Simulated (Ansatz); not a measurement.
# CH6Sn: the cost of one run

Program: Ansatz 0.2.0. Level of theory: RKS revPBE/def2-mTZVP. These are calculated values, not measurements.

1 further run of the same task is left out (for a known fault of the program).

### Step 1. The structure to begin with

Bond lengths: Sn1–H2 1.740 Å, Sn1–H3 1.740 Å, Sn1–C4 2.148 Å, C4–H5 1.110 Å, C4–H6 1.110 Å, C4–H7 1.110 Å, Sn1–H8 1.739 Å. Angles: H2–Sn1–H3 109.4°, H2–Sn1–C4 109.5°, H2–Sn1–H8 109.5°, H3–Sn1–C4 109.5°, H3–Sn1–H8 109.5°, C4–Sn1–H8 109.5°, Sn1–C4–H5 109.5°, Sn1–C4–H6 109.5°, Sn1–C4–H7 109.5°, H5–C4–H6 109.4°, H5–C4–H7 109.4°, H6–C4–H7 109.4°.

As a file:

```xyz
8

Sn    0.0000    0.0000    0.0000
H     0.0000    0.0000    1.7400
H     1.6408    0.0000   -0.5794
C    -1.0126    1.7544   -0.7160
H    -2.0653    1.5008   -0.9603
H    -0.9943    2.5391    0.0690
H    -0.5023    2.1310   -1.6269
H    -0.8195   -1.4198   -0.5794
```

### Step 2. Relaxing the start

Input file input.yaml:

```yaml
crystal:
  periodic: [false, false, false]
  atoms:
    - { symbol: Sn, position_ang: [0.0, 0.0, 0.0] }
    - { symbol: H, position_ang: [0.0, 0.0, 1.74] }
    - { symbol: H, position_ang: [1.6408, 0.0, -0.5794] }
    - { symbol: C, position_ang: [-1.0126, 1.7544, -0.716] }
    - { symbol: H, position_ang: [-2.0653, 1.5008, -0.9603] }
    - { symbol: H, position_ang: [-0.9943, 2.5391, 0.069] }
    - { symbol: H, position_ang: [-0.5023, 2.131, -1.6269] }
    - { symbol: H, position_ang: [-0.8195, -1.4198, -0.5794] }
basis:
  gaussian: { orbitals: def2-mTZVP }
hamiltonian:
  xc: revpbe
relax:
  f_tol: 0.02
  max_steps: 40
output:
  orbitals: {}
```

Run with:

```
$ ansatz run input.yaml --threads 1 --pin off --max-ram 2048MiB --backend cpu --events-out ev --progress --plain --runs-dir out
```

Q: Estimate wall time and peak memory on 1 thread of Arm Neoverse V1, shared host.

About 28 s, with a peak of 0.12 GiB.
